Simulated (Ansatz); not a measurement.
**SiAsH₄ radical: an energy map over bond length Si1–As2 and bond length As2–H6**

A grid of calculations on AsH₄Si, SMILES [SiH2][AsH2], spin multiplicity 2, to see where the energy is lowest and how it rises around there.

Program: Ansatz 0.2.0. Level of theory: UKS B3LYP-D4/def2-TZVP. These are calculated values, not measurements.

### 1 The starting structure

SMILES `[SiH2][AsH2]`, 6 atoms, charge 0, spin multiplicity 2.

Atoms are counted from 1 here; the program's logs count them from 0.

Bond lengths: Si1–As2 2.380 Å, Si1–H3 1.513 Å, Si1–H4 1.513 Å, As2–H5 1.540 Å, As2–H6 1.540 Å. Angles: As2–Si1–H3 108.7°, As2–Si1–H4 108.7°, H3–Si1–H4 107.9°, Si1–As2–H5 93.5°, Si1–As2–H6 93.5°, H5–As2–H6 92.4°.

Geometry (Å):

```
Si   -0.0096   -1.0525    0.1630
As    0.0280    1.2524   -0.4303
H     1.2707   -1.6973   -0.3197
H    -1.1634   -1.7188   -0.5530
H     1.0442    1.6145    0.6684
H    -1.1700    1.6018    0.4717
```

This geometry comes from a loose relaxation at PBE in a small basis, which is not shown.

### 2 The minimum at this level

File input.yaml:

```yaml
crystal:
  periodic: [false, false, false]
  atoms:
    - { symbol: Si, position_ang: [-0.009551, -1.052524, 0.162966] }
    - { symbol: As, position_ang: [0.028043, 1.252369, -0.430328] }
    - { symbol: H, position_ang: [1.270719, -1.697343, -0.319718] }
    - { symbol: H, position_ang: [-1.163411, -1.718848, -0.552981] }
    - { symbol: H, position_ang: [1.044196, 1.614533, 0.668392] }
    - { symbol: H, position_ang: [-1.169985, 1.601824, 0.471659] }
magnetization:
  spin_polarized: true
  initial_magnetization: 1
basis:
  gaussian: { orbitals: def2-TZVP }
hamiltonian:
  xc: { name: B3LYP }
  dispersion: d4
output:
  forces: true
relax:
  f_tol: 0.003
  max_steps: 120
```

Started as:

```
$ ansatz run input.yaml --threads 1 --pin off --max-ram 2560MiB --backend cpu --events-out ev --progress --plain --runs-dir out
```

The program printed (excerpt; [...] marks lines left out):

```text
Warning: RAYON_NUM_THREADS=1 ignored (pool sized by the plan → 1); use --threads N
[...]
Functional definition: B3LYP
[...]
853 factors; their error is unknown
[...]
mean field -68784.89728848 eV, -2527.7983512737 hartree, gradient 7.8e-5 eV, S^2 0.752922; 0 other end points of the search recorded, 0 dependent functions left out
[...]
reference -68784.89753578 eV, -2527.7983603617 hartree; 26, 25 occupied and 83, 84 virtual orbitals, 853 factors
relax step   1: F+E_penalty+E_count = -68785.09032712 eV  Δ(F+E_penalty+E_count) = +0.000e0 eV  max|allowed force component| = 3.832e-1 eV/Å  Δτ_max = 0.0000 Å  (28 SCF iters, accepted)
[...]
relax step   4: F+E_penalty+E_count = -68785.10333065 eV  Δ(F+E_penalty+E_count) = -1.804e-4 eV  max|allowed force component| = 8.813e-3 eV/Å  Δτ_max = 0.0056 Å  (34 SCF iters, accepted)
[...]
relax step   5: F+E_penalty+E_count = -68785.10334155 eV  Δ(F+E_penalty+E_count) = -1.090e-5 eV  max|allowed force component| = 1.028e-3 eV/Å  Δτ_max = 0.0026 Å  (25 SCF iters, accepted)
853 factors; their error is unknown
mean field -68784.91008718 eV, -2527.7988216173 hartree, gradient 1.9e-5 eV, S^2 0.752973; 1 other end points of the search recorded, 0 dependent functions left out
[...]
reference -68784.91033403 eV, -2527.7988306887 hartree; 26, 25 occupied and 83, 84 virtual orbitals, 853 factors
Total energy: -68785.10358840 eV, -2527.8059326558 hartree
Atom 0 at    -0.007964    -1.061373     0.161665 Å, force     0.000088     0.001028    -0.000299 eV/Å
Atom 1 at     0.028352     1.243095    -0.414807 Å, force     0.000153    -0.000923    -0.000036 eV/Å
Atom 2 at     1.252336    -1.690517    -0.323822 Å, force    -0.000004    -0.000173    -0.000158 eV/Å
Atom 3 at    -1.146385    -1.709299    -0.548335 Å, force    -0.000048     0.000018     0.000211 eV/Å
Atom 4 at     1.039199     1.616481     0.663069 Å, force    -0.000373     0.000095     0.000266 eV/Å
Atom 5 at    -1.165526     1.601623     0.462220 Å, force     0.000185    -0.000045     0.000017 eV/Å
Dipole moment:    -0.006688     0.043593     0.068620 e Å
```

It took 28 s on 1 thread of Arm Neoverse V2, shared host; peak memory 0.26 GiB.

Along the way:

| step | energy from step 1 (eV) | largest force component (eV/Å) |
| --- | --- | --- |
| 1 | 0.0000 | 0.3832 |
| 2 | -0.0121 | 0.0944 |
| 3 | -0.0128 | 0.0194 |
| 4 | -0.0130 | 0.0088 |
| 5 | -0.0130 | 0.0010 |

Close pairs (by a distance rule), those that changed most:

| bond | before (Å) | after (Å) | change (Å) |
| --- | --- | --- | --- |
| Si1–H4 | 1.513 | 1.490 | -0.023 |
| Si1–H3 | 1.513 | 1.490 | -0.023 |
| As2–H6 | 1.540 | 1.524 | -0.016 |
| As2–H5 | 1.540 | 1.524 | -0.016 |
| Si1–As2 | 2.380 | 2.376 | -0.005 |

### 3 Setting up the map

- bond length Si1–As2: 11 values from 1.996 to 3.088 Å
- bond length As2–H6: 11 values from 1.280 to 1.981 Å

Nothing else is relaxed (all other coordinates rigid). Energies count from the relaxed molecule at the same level.

Below, 3 of the grid's runs; all are launched alike.

### 4 Point bond length Si1–As2 = 2.323 Å, bond length As2–H6 = 1.491 Å

File input.yaml:

```yaml
crystal:
  periodic: [false, false, false]
  atoms:
    - { symbol: Si, position_ang: [-0.007964, -1.061373, 0.161665] }
    - { symbol: As, position_ang: [0.027545, 1.191923, -0.402006] }
    - { symbol: H, position_ang: [1.252336, -1.690517, -0.323822] }
    - { symbol: H, position_ang: [-1.146385, -1.709299, -0.548335] }
    - { symbol: H, position_ang: [1.038393, 1.56531, 0.675869] }
    - { symbol: H, position_ang: [-1.140359, 1.542651, 0.455941] }
magnetization:
  spin_polarized: true
  initial_magnetization: 1
basis:
  gaussian: { orbitals: def2-TZVP }
hamiltonian:
  xc: { name: B3LYP }
  dispersion: d4
output:
  forces: true
```

Started as:

```
$ ansatz run input.yaml --threads 1 --pin off --max-ram 2560MiB --backend cpu --events-out ev --progress --plain --runs-dir out
```

The program printed (excerpt; [...] marks lines left out):

```text
Warning: RAYON_NUM_THREADS=1 ignored (pool sized by the plan → 1); use --threads N
[...]
Functional definition: B3LYP
[...]
853 factors; their error is unknown
[...]
mean field -68784.88404623 eV, -2527.7978646301 hartree, gradient 4.0e-5 eV, S^2 0.752970; 0 other end points of the search recorded, 0 dependent functions left out
[...]
reference -68784.88429113 eV, -2527.7978736300 hartree; 26, 25 occupied and 83, 84 virtual orbitals, 853 factors
Total energy: -68785.07917406 eV, -2527.8050354456 hartree
Atom 0 at    -0.007964    -1.061373     0.161665 Å, force     0.002257    -0.540034     0.098664 eV/Å
Atom 1 at     0.027545     1.191923    -0.402006 Å, force     0.489229     0.369570    -0.424289 eV/Å
Atom 2 at     1.252336    -1.690517    -0.323822 Å, force    -0.002449    -0.008079     0.005661 eV/Å
Atom 3 at    -1.146385    -1.709299    -0.548335 Å, force    -0.001679    -0.007144     0.004376 eV/Å
Atom 4 at     1.038393     1.565310     0.675869 Å, force     0.008524     0.016203    -0.020491 eV/Å
Atom 5 at    -1.140359     1.542651     0.455941 Å, force    -0.495883     0.169485     0.336078 eV/Å
Dipole moment:    -0.013529     0.058221     0.072934 e Å
```

Wall time 4.7 s (1 thread of Arm Neoverse V2, shared host); peak memory 0.25 GiB.

Energy on the map's scale: 0.6 kcal/mol.

### 5 Point bond length Si1–As2 = 1.996 Å, bond length As2–H6 = 1.280 Å

File input.yaml:

```yaml
crystal:
  periodic: [false, false, false]
  atoms:
    - { symbol: Si, position_ang: [-0.007964, -1.061373, 0.161665] }
    - { symbol: As, position_ang: [0.022547, 0.874735, -0.32266] }
    - { symbol: H, position_ang: [1.252336, -1.690517, -0.323822] }
    - { symbol: H, position_ang: [-1.146385, -1.709299, -0.548335] }
    - { symbol: H, position_ang: [1.033394, 1.248122, 0.755215] }
    - { symbol: H, position_ang: [-0.98008, 1.17583, 0.413873] }
magnetization:
  spin_polarized: true
  initial_magnetization: 1
basis:
  gaussian: { orbitals: def2-TZVP }
hamiltonian:
  xc: { name: B3LYP }
  dispersion: d4
output:
  forces: true
```

Started as:

```
$ ansatz run input.yaml --threads 1 --pin off --max-ram 2560MiB --backend cpu --events-out ev --progress --plain --runs-dir out
```

The program printed (excerpt; [...] marks lines left out):

```text
Warning: RAYON_NUM_THREADS=1 ignored (pool sized by the plan → 1); use --threads N
[...]
Functional definition: B3LYP
[...]
853 factors; their error is unknown
[...]
mean field -68782.93034111 eV, -2527.7260672911 hartree, gradient 8.7e-5 eV, S^2 0.753101; 0 other end points of the search recorded, 0 dependent functions left out
[...]
reference -68782.93057370 eV, -2527.7260758388 hartree; 26, 25 occupied and 83, 84 virtual orbitals, 853 factors
Total energy: -68783.13363683 eV, -2527.7335382710 hartree
Atom 0 at    -0.007964    -1.061373     0.161665 Å, force     0.046623    -7.752370     1.590697 eV/Å
Atom 1 at     0.022547     0.874735    -0.322660 Å, force     6.041696     5.656279    -5.701224 eV/Å
Atom 2 at     1.252336    -1.690517    -0.323822 Å, force    -0.012329    -0.125123     0.034760 eV/Å
Atom 3 at    -1.146385    -1.709299    -0.548335 Å, force    -0.031302    -0.079632     0.011040 eV/Å
Atom 4 at     1.033394     1.248122     0.755215 Å, force     0.090526     0.168821    -0.147732 eV/Å
Atom 5 at    -0.980080     1.175830     0.413873 Å, force    -6.135213     2.132025     4.212460 eV/Å
Dipole moment:    -0.047384     0.155841     0.091197 e Å
```

Wall time 4.4 s (1 thread of Arm Neoverse V2, shared host); peak memory 0.25 GiB.

On the map this point reads 45.4 kcal/mol.

### 6 Point bond length Si1–As2 = 2.870 Å, bond length As2–H6 = 1.631 Å

File input.yaml:

```yaml
crystal:
  periodic: [false, false, false]
  atoms:
    - { symbol: Si, position_ang: [-0.007964, -1.061373, 0.161665] }
    - { symbol: As, position_ang: [0.035907, 1.72251, -0.534734] }
    - { symbol: H, position_ang: [1.252336, -1.690517, -0.323822] }
    - { symbol: H, position_ang: [-1.146385, -1.709299, -0.548335] }
    - { symbol: H, position_ang: [1.046754, 2.095896, 0.543141] }
    - { symbol: H, position_ang: [-1.241659, 2.10617, 0.40377] }
magnetization:
  spin_polarized: true
  initial_magnetization: 1
basis:
  gaussian: { orbitals: def2-TZVP }
hamiltonian:
  xc: { name: B3LYP }
  dispersion: d4
output:
  forces: true
```

Started as:

```
$ ansatz run input.yaml --threads 1 --pin off --max-ram 2560MiB --backend cpu --events-out ev --progress --plain --runs-dir out
```

The program printed (excerpt; [...] marks lines left out):

```text
Warning: RAYON_NUM_THREADS=1 ignored (pool sized by the plan → 1); use --threads N
[...]
Functional definition: B3LYP
[...]
853 factors; their error is unknown
[...]
mean field -68784.19222989 eV, -2527.7724408483 hartree, gradient 6.6e-5 eV, S^2 0.754991; 0 other end points of the search recorded, 0 dependent functions left out
[...]
reference -68784.19248729 eV, -2527.7724503076 hartree; 26, 25 occupied and 83, 84 virtual orbitals, 853 factors
Total energy: -68784.37032803 eV, -2527.7789858344 hartree
Atom 0 at    -0.007964    -1.061373     0.161665 Å, force     0.004189     1.878569    -0.200849 eV/Å
Atom 1 at     0.035907     1.722510    -0.534734 Å, force    -1.156548    -1.378845     0.976897 eV/Å
Atom 2 at     1.252336    -1.690517    -0.323822 Å, force     0.020316    -0.013284    -0.077192 eV/Å
Atom 3 at    -1.146385    -1.709299    -0.548335 Å, force    -0.002425    -0.008294    -0.077010 eV/Å
Atom 4 at     1.046754     2.095896     0.543141 Å, force    -0.029926    -0.069575     0.116830 eV/Å
Atom 5 at    -1.241659     2.106170     0.403770 Å, force     1.164395    -0.408570    -0.738676 eV/Å
Dipole moment:     0.019318    -0.051058     0.048362 e Å
```

Wall time 4.7 s (1 thread of Arm Neoverse V2, shared host); peak memory 0.25 GiB.

Energy on the map's scale: 16.9 kcal/mol.

### 7 The map

121 points were computed. Energies in kcal/mol, from the relaxed molecule at the same level:

```tsv
bond length As2–H6 (Å) ↓, bond length Si1–As2 (Å) →	1.996	2.105	2.214	2.323	2.433	2.542	2.651	2.761	2.870	2.979	3.088
1.981	48.5	33.3	25.3	22.1	22.2	24.3	27.8	32.2	36.9	41.7	46.4
1.911	44.2	28.9	20.8	17.6	17.6	19.7	23.2	27.5	32.2	37.0	41.7
1.841	39.9	24.5	16.3	13.1	13.1	15.2	18.7	23.0	27.6	32.4	37.2
1.771	35.8	20.3	12.1	8.8	8.9	11.0	14.5	18.8	23.4	28.2	32.9
1.701	32.2	16.7	8.4	5.2	5.2	7.3	10.8	15.1	19.7	24.5	29.3
1.631	29.4	13.8	5.6	2.3	2.3	4.4	7.9	12.2	16.9	21.7	26.4
1.561	27.7	12.1	3.9	0.6	0.6	2.8	6.3	10.6	15.3	20.0	24.8
1.491	27.7	12.1	3.9	0.6	0.6	2.7	6.3	10.6	15.3	20.1	24.8
1.421	30.0	14.4	6.1	2.8	2.9	5.0	8.6	12.9	17.6	22.4	27.2
1.350	35.6	19.9	11.7	8.4	8.4	10.6	14.2	18.6	23.3	28.1	32.9
1.280	45.4	29.8	21.5	18.2	18.3	20.5	24.1	28.5	33.2	38.0	42.8
```

On the same grid, largest force on an atom (eV/Å):

```tsv
bond length As2–H6 (Å) ↓, bond length Si1–As2 (Å) →	1.996	2.105	2.214	2.323	2.433	2.542	2.651	2.761	2.870	2.979	3.088
1.981	8.3	5.3	3.6	2.8	2.9	2.9	3.0	3.1	3.1	3.1	3.1
1.911	8.4	5.3	3.6	2.8	2.8	2.8	2.9	3.0	3.1	3.1	3.1
1.841	8.4	5.3	3.5	2.8	2.7	2.7	2.8	2.9	3.0	3.0	3.0
1.771	8.3	5.2	3.3	2.5	2.5	2.5	2.6	2.7	2.7	2.8	2.7
1.701	8.2	5.0	3.0	2.1	2.1	2.1	2.3	2.4	2.4	2.4	2.4
1.631	8.0	4.7	2.6	1.6	1.5	1.7	1.9	2.0	2.0	2.1	2.0
1.561	7.9	4.5	2.2	0.8	0.7	1.1	1.6	1.8	1.9	1.9	1.9
1.491	7.9	4.5	2.1	0.7	0.8	1.3	1.7	1.9	1.9	1.9	2.0
1.421	7.9	4.6	2.8	2.3	2.4	2.7	2.9	3.0	3.1	3.1	3.1
1.350	8.4	5.8	4.7	4.6	4.6	4.9	5.0	5.1	5.2	5.2	5.2
1.280	10.0	8.2	7.7	7.7	7.8	7.9	8.0	8.1	8.2	8.2	8.2
```

On the same grid, dipole moment (D):

```
bond length As2–H6 (Å) ↓, bond length Si1–As2 (Å) →  1.996  2.105  2.214  2.323  2.433  2.542  2.651  2.761  2.870  2.979  3.088
                                              1.981   0.54   0.50   0.48   0.49   0.51   0.55   0.60   0.66   0.72   0.77   0.82
                                              1.911   0.51   0.46   0.42   0.41   0.42   0.46   0.50   0.56   0.62   0.67   0.72
                                              1.841   0.51   0.44   0.38   0.35   0.34   0.37   0.41   0.47   0.52   0.58   0.62
                                              1.771   0.53   0.45   0.37   0.31   0.29   0.30   0.34   0.39   0.44   0.49   0.54
                                              1.701   0.57   0.48   0.39   0.32   0.27   0.27   0.29   0.33   0.38   0.43   0.48
                                              1.631   0.63   0.52   0.43   0.34   0.29   0.27   0.28   0.31   0.35   0.39   0.43
                                              1.561   0.68   0.58   0.48   0.39   0.33   0.30   0.30   0.32   0.35   0.39   0.42
                                              1.491   0.74   0.63   0.53   0.45   0.39   0.36   0.35   0.36   0.38   0.41   0.44
                                              1.421   0.79   0.69   0.59   0.52   0.46   0.43   0.42   0.42   0.44   0.46   0.48
                                              1.350   0.85   0.74   0.65   0.58   0.53   0.50   0.49   0.49   0.50   0.52   0.53
                                              1.280   0.90   0.80   0.71   0.64   0.60   0.57   0.56   0.56   0.57   0.59   0.60
```

### 8 Summary of results

```
                       quantity                                                                                                                                                                 value
                   lowest point                                                                                             bond length Si1–As2 = 2.323 Å, bond length As2–H6 = 1.491 Å, 0.6 kcal/mol
         highest computed point                                                                           bond length Si1–As2 = 1.996 Å, bond length As2–H6 = 1.981 Å, 48.0 kcal/mol above the lowest
largest force on an atom (eV/Å)    0.7 at bond length Si1–As2 = 2.433 Å, bond length As2–H6 = 1.561 Å to 10.0 at bond length Si1–As2 = 1.996 Å, bond length As2–H6 = 1.280 Å; 0.7 at the lowest point
              dipole moment (D)  0.27 at bond length Si1–As2 = 2.542 Å, bond length As2–H6 = 1.701 Å to 0.90 at bond length Si1–As2 = 1.996 Å, bond length As2–H6 = 1.280 Å; 0.45 at the lowest point
        time for the whole task                                                                                                                                       11 min on 1 thread, shared host
```

What this shows: The lowest computed point is at bond length Si1–As2 = 2.323 Å, bond length As2–H6 = 1.491 Å, 0.6 kcal/mol from the relaxed molecule at the same level. No other kind of well shows on this grid. The highest computed point, bond length Si1–As2 = 1.996 Å, bond length As2–H6 = 1.981 Å, lies 48.0 kcal/mol above the lowest. Round the minimum the two coordinates are nearly uncoupled.
